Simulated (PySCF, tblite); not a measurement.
# C3H7AsS: a rotation path, then NMR shifts on frames, part 2 of 2

tblite 0.8.0 and PySCF 2.14.0. Atoms count from 0. Earlier steps stand in the parts before.

### Step 5. NMR shieldings: image 4, PBE0/pcSseg-1

Job settings and geometry (Å):

```
{"job": {"kind": "nmr", "xc": "PBE0", "basis": "pcSseg-1", "pop": false}, "charge": 0, "multiplicity": 1}
C     -1.801300     0.328100    -0.001200
C     -0.363200     0.206400     0.384600
S      0.116400     0.577600     1.888800
C      0.553500    -0.305400    -0.675700
As     2.486800    -0.498300    -0.265000
H     -2.265600    -0.660500     0.031800
H     -1.911900     0.711800    -1.014200
H     -2.332000     0.972400     0.696500
H      0.463100     0.343300    -1.557900
H      0.183000    -1.286100    -1.005500
H      2.597800     0.807500     0.453300
H      2.274500    -1.197600     1.038300
```

Level: GIAO PBE0/pcSseg-1 NMR shielding, non-relativistic, gas phase.

Output:

```text
coarse grid: 46496 points
cycle   1  E = -2751.6903825663  dE = -3.951e-01  |g| = 7.444e-01  |ddm| = 3.317e+00
cycle   2  E = -2751.6484551931  dE =  4.193e-02  |g| = 7.145e-01  |ddm| = 1.063e+00
cycle   3  E = -2751.7165298249  dE = -6.807e-02  |g| = 2.927e-01  |ddm| = 9.757e-01
cycle   4  E = -2751.7388681495  dE = -2.234e-02  |g| = 8.299e-02  |ddm| = 4.131e-01
cycle   5  E = -2751.7404875918  dE = -1.619e-03  |g| = 1.263e-02  |ddm| = 1.092e-01
cycle   6  E = -2751.7405293005  dE = -4.171e-05  |g| = 3.805e-03  |ddm| = 1.757e-02
cycle   7  E = -2751.7405326842  dE = -3.384e-06  |g| = 9.162e-04  |ddm| = 4.300e-03
final grid: 96048 points
cycle   8  E = -2751.7405065649  dE =  7.566e-08  |g| = 1.281e-03  |ddm| = 3.292e-03
cycle   9  E = -2751.7405057831  dE =  7.817e-07  |g| = 2.182e-03  |ddm| = 3.606e-03
cycle  10  E = -2751.7405069368  dE = -1.154e-06  |g| = 3.899e-04  |ddm| = 2.550e-03
cycle  11  E = -2751.7405069782  dE = -4.137e-08  |g| = 3.292e-05  |ddm| = 4.945e-04
cycle  12  E = -2751.7405069785  dE = -2.783e-10  |g| = 9.219e-06  |ddm| = 4.976e-05
converged SCF energy = -2751.7405069785

GIAO shielding tensors (ppm)
atom      isotropic    diamagn.    paramagn.     s11        s22        s33       span
  0 C      142.006     247.965    -105.958    118.491    122.381    185.146     66.655
  1 C      -86.660     258.882    -345.541   -261.212   -137.517    138.750    399.961
  2 S     -521.281    1058.202   -1579.483  -1798.779   -402.546    637.482   2436.261
  3 C      141.222     249.930    -108.708    119.302    125.647    178.715     59.413
  4 As    1651.197    2873.744   -1222.547   1592.602   1623.796   1737.192    144.590
  5 H       28.684      28.821      -0.137     25.872     27.456     32.724      6.852
  6 H       28.684      29.678      -0.994     24.996     29.040     32.014      7.018
  7 H       28.000      29.380      -1.380     23.495     28.402     32.105      8.610
  8 H       28.452      30.459      -2.007     22.814     28.364     34.178     11.364
  9 H       28.392      30.455      -2.063     23.000     28.317     33.860     10.861
 10 H       28.200      28.964      -0.764     21.356     24.456     38.788     17.432
 11 H       28.271      28.982      -0.712     21.572     24.325     38.915     17.344
```

It took 15 s on 1 thread of Intel Xeon Platinum 8488C, shared host; peak memory 0.79 GiB.

Key values: δ C1 273.6, C3 45.7, C0 44.9, S2 1025, H7 3.72, H10 3.52 ppm.

### Step 6. Nuclear shieldings: image 6, PBE0/pcSseg-1

Job settings and geometry (Å):

```
{"job": {"kind": "nmr", "xc": "PBE0", "basis": "pcSseg-1", "pop": false}, "charge": 0, "multiplicity": 1}
C     -1.756600     0.092000     0.131000
C     -0.325700     0.499200     0.232400
S      0.164600     1.502700     1.415500
C      0.593500    -0.035300    -0.801900
As     2.348200    -0.762300    -0.166000
H     -1.864500    -0.950700     0.437700
H     -2.105400     0.171000    -0.898400
H     -2.377800     0.710000     0.775400
H      0.860900     0.774100    -1.491300
H      0.096400    -0.812800    -1.392900
H      2.613100     0.365600     0.770900
H      1.754300    -1.554300     0.961600
```

Method: GIAO PBE0/pcSseg-1 NMR shielding, non-relativistic, gas phase.

Output:

```text
coarse grid: 46496 points
cycle   1  E = -2751.6908540886  dE = -4.047e-01  |g| = 7.495e-01  |ddm| = 3.286e+00
cycle   2  E = -2751.6427576798  dE =  4.810e-02  |g| = 7.378e-01  |ddm| = 1.112e+00
cycle   3  E = -2751.7183499127  dE = -7.559e-02  |g| = 2.925e-01  |ddm| = 1.008e+00
cycle   4  E = -2751.7407302863  dE = -2.238e-02  |g| = 8.347e-02  |ddm| = 4.067e-01
cycle   5  E = -2751.7423625275  dE = -1.632e-03  |g| = 1.252e-02  |ddm| = 1.047e-01
cycle   6  E = -2751.7424043181  dE = -4.179e-05  |g| = 3.821e-03  |ddm| = 1.800e-02
cycle   7  E = -2751.7424077250  dE = -3.407e-06  |g| = 9.408e-04  |ddm| = 3.950e-03
final grid: 96048 points
cycle   8  E = -2751.7424539580  dE =  5.413e-08  |g| = 1.258e-03  |ddm| = 3.843e-03
cycle   9  E = -2751.7424533013  dE =  6.567e-07  |g| = 2.057e-03  |ddm| = 3.430e-03
cycle  10  E = -2751.7424543219  dE = -1.021e-06  |g| = 3.855e-04  |ddm| = 2.367e-03
cycle  11  E = -2751.7424543631  dE = -4.118e-08  |g| = 3.645e-05  |ddm| = 4.910e-04
cycle  12  E = -2751.7424543634  dE = -3.101e-10  |g| = 8.332e-06  |ddm| = 5.007e-05
converged SCF energy = -2751.7424543634

GIAO shielding tensors (ppm)
atom      isotropic    diamagn.    paramagn.     s11        s22        s33       span
  0 C      139.691     247.838    -108.146    115.548    121.610    181.916     66.368
  1 C      -90.760     259.004    -349.764   -267.564   -146.370    141.654    409.218
  2 S     -438.379    1057.958   -1496.337  -1604.506   -391.060    680.430   2284.936
  3 C      144.251     249.550    -105.298    112.852    140.444    179.457     66.605
  4 As    1562.345    2874.404   -1312.059   1279.392   1530.379   1877.266    597.874
  5 H       28.685      29.207      -0.522     26.008     27.721     32.325      6.317
  6 H       28.722      29.332      -0.610     25.092     28.676     32.399      7.307
  7 H       28.325      29.401      -1.077     24.136     28.498     32.340      8.203
  8 H       28.611      29.707      -1.095     24.659     26.722     34.452      9.793
  9 H       28.310      31.318      -3.008     23.237     28.079     33.614     10.378
 10 H       27.201      29.155      -1.954     19.176     23.987     38.442     19.266
 11 H       28.550      29.148      -0.598     22.098     25.416     38.137     16.039
```

Wall time 14 s (1 thread of Intel Xeon Platinum 8488C, shared host); peak memory 0.85 GiB.

This run: δ C1 277.7, C0 47.2, C3 42.7, S2 942, H10 4.52, H9 3.41 ppm.

### Step 7. NMR shieldings: image 8, PBE0/pcSseg-1

Job settings and geometry (Å):

```
{"job": {"kind": "nmr", "xc": "PBE0", "basis": "pcSseg-1", "pop": false}, "charge": 0, "multiplicity": 1}
C     -1.537700    -0.086700     0.284600
C     -0.308800     0.712400     0.012700
S     -0.043000     2.138600     0.759500
C      0.654700     0.155400    -0.945300
As     2.027900    -0.971500     0.004100
H     -1.299200    -1.150500     0.346300
H     -2.241400     0.048500    -0.539300
H     -2.020200     0.240700     1.202000
H      1.219000     0.941200    -1.452800
H      0.172000    -0.487500    -1.687100
H      2.328700     0.065200     1.038000
H      1.049300    -1.606500     0.951100
```

With the program's defaults for keys left out, this is: GIAO PBE0/pcSseg-1 NMR shielding, non-relativistic, gas phase.

Output:

```text
coarse grid: 46496 points
cycle   1  E = -2751.6929294650  dE = -4.040e-01  |g| = 7.574e-01  |ddm| = 3.249e+00
cycle   2  E = -2751.6402971415  dE =  5.263e-02  |g| = 7.592e-01  |ddm| = 1.187e+00
cycle   3  E = -2751.7247721956  dE = -8.448e-02  |g| = 2.819e-01  |ddm| = 1.037e+00
cycle   4  E = -2751.7454377060  dE = -2.067e-02  |g| = 8.514e-02  |ddm| = 3.890e-01
cycle   5  E = -2751.7471403080  dE = -1.703e-03  |g| = 1.268e-02  |ddm| = 1.011e-01
cycle   6  E = -2751.7471851087  dE = -4.480e-05  |g| = 3.815e-03  |ddm| = 1.854e-02
cycle   7  E = -2751.7471885629  dE = -3.454e-06  |g| = 9.416e-04  |ddm| = 3.821e-03
final grid: 96048 points
cycle   8  E = -2751.7472187956  dE =  2.881e-08  |g| = 1.217e-03  |ddm| = 3.762e-03
cycle   9  E = -2751.7472183321  dE =  4.635e-07  |g| = 1.848e-03  |ddm| = 3.177e-03
cycle  10  E = -2751.7472191538  dE = -8.218e-07  |g| = 3.566e-04  |ddm| = 2.064e-03
cycle  11  E = -2751.7472191899  dE = -3.606e-08  |g| = 4.384e-05  |ddm| = 4.517e-04
cycle  12  E = -2751.7472191903  dE = -3.929e-10  |g| = 7.069e-06  |ddm| = 4.586e-05
converged SCF energy = -2751.7472191903

GIAO shielding tensors (ppm)
atom      isotropic    diamagn.    paramagn.     s11        s22        s33       span
  0 C      145.811     248.148    -102.337    118.997    135.668    182.767     63.770
  1 C      -86.875     258.717    -345.593   -264.632   -142.283    146.289    410.921
  2 S     -406.795    1057.381   -1464.176  -1478.108   -324.071    581.796   2059.903
  3 C      140.151     249.165    -109.014    116.388    133.132    170.933     54.544
  4 As    1524.481    2875.451   -1350.970   1142.301   1501.073   1930.069    787.768
  5 H       28.354      30.457      -2.104     24.455     29.328     31.278      6.823
  6 H       28.880      28.684       0.196     25.735     27.442     33.463      7.728
  7 H       28.649      29.617      -0.968     25.267     28.238     32.443      7.176
  8 H       28.171      30.287      -2.116     24.737     26.307     33.469      8.732
  9 H       28.427      30.691      -2.263     24.951     27.612     32.719      7.768
 10 H       28.305      29.399      -1.094     21.498     24.935     38.484     16.986
 11 H       28.023      29.529      -1.506     21.458     25.738     36.874     15.416
```

It took 15 s on 1 thread of Intel Xeon Platinum 8488C, shared host; peak memory 0.85 GiB.

Key values: δ C1 273.8, C3 46.8, C0 41.1, S2 911, H11 3.69, H8 3.55 ppm.

### Step 8. Comparing the runs: NMR shifts

Shifts (ppm) of some atoms, chosen among heavy atoms and hydrogens apart, with basis size and wall time:

| frame | C1 | C3 | C0 | H10 | H11 | S2 | As4 | functions | time |
| --- | --- | --- | --- | --- | --- | --- | --- | --- | --- |
| image 0 | 273.7 | 46.7 | 41.1 | 3.71 | 3.41 | 912 | 462 | 151 | 21 s |
| image 2 | 278.7 | 42.6 | 47.7 | 3.22 | 4.50 | 942 | 456 | 151 | 16 s |
| image 4 | 273.6 | 45.7 | 44.9 | 3.52 | 3.45 | 1025 | 338 | 151 | 15 s |
| image 6 | 277.7 | 42.7 | 47.2 | 4.52 | 3.17 | 942 | 426 | 151 | 14 s |
| image 8 | 273.8 | 46.8 | 41.1 | 3.41 | 3.69 | 911 | 464 | 151 | 15 s |

### Step 9. Outcome

What follows sums up all 2 parts.

| quantity | value |
| --- | --- |
| barrier | 0.173 eV (4.0 kcal/mol) at image 4 |
| end to end (GFN2-xTB) | 0.000 eV |
| 13C shifts against TMS (PBE0/pcSseg-1, image 0) | 273.7, 46.7, 41.1 ppm |
| 1H shifts against TMS (PBE0/pcSseg-1, image 0) | 3.71, 3.54, 3.41, 3.37, 3.29, 3.08, 2.83 ppm |
| 33S shifts against CS2 (PBE0/pcSseg-1, image 0) | 912 ppm |
| 75As shifts against AsH3 (PBE0/pcSseg-1, image 0) | 462 ppm |
| surface potential, 1st and 99th percentile | -1.14 V and 1.15 V |
| range of the shift of As4 | 338 to 464 ppm |

**Reading.** Along the band the dihedral turns by 178°, and the top (dihedral 180°) lies 4.0 kcal/mol above the start (GFN2-xTB, rough), so at room temperature this motion is fast. The top was not checked by a frequency run. Shifts at one fixed geometry are not the observed spectrum, which averages over the motion. In the first frame run (image 0): Shielding is most anisotropic at S2 (span 2061 ppm, paramagnetic term -1466 ppm). At PBE0/pcSseg-1, counted by nearest atom on the grid, the HOMO lies on S2 82 %, the LUMO on C1 38 %; S2 35 %. In ppm, As4 moves most: its shift spreads over 127 ppm, from 338 (image 4) to 464 (image 8). Spin-orbit coupling is left out, which matters for shieldings and couplings at and beside the heavy atoms.
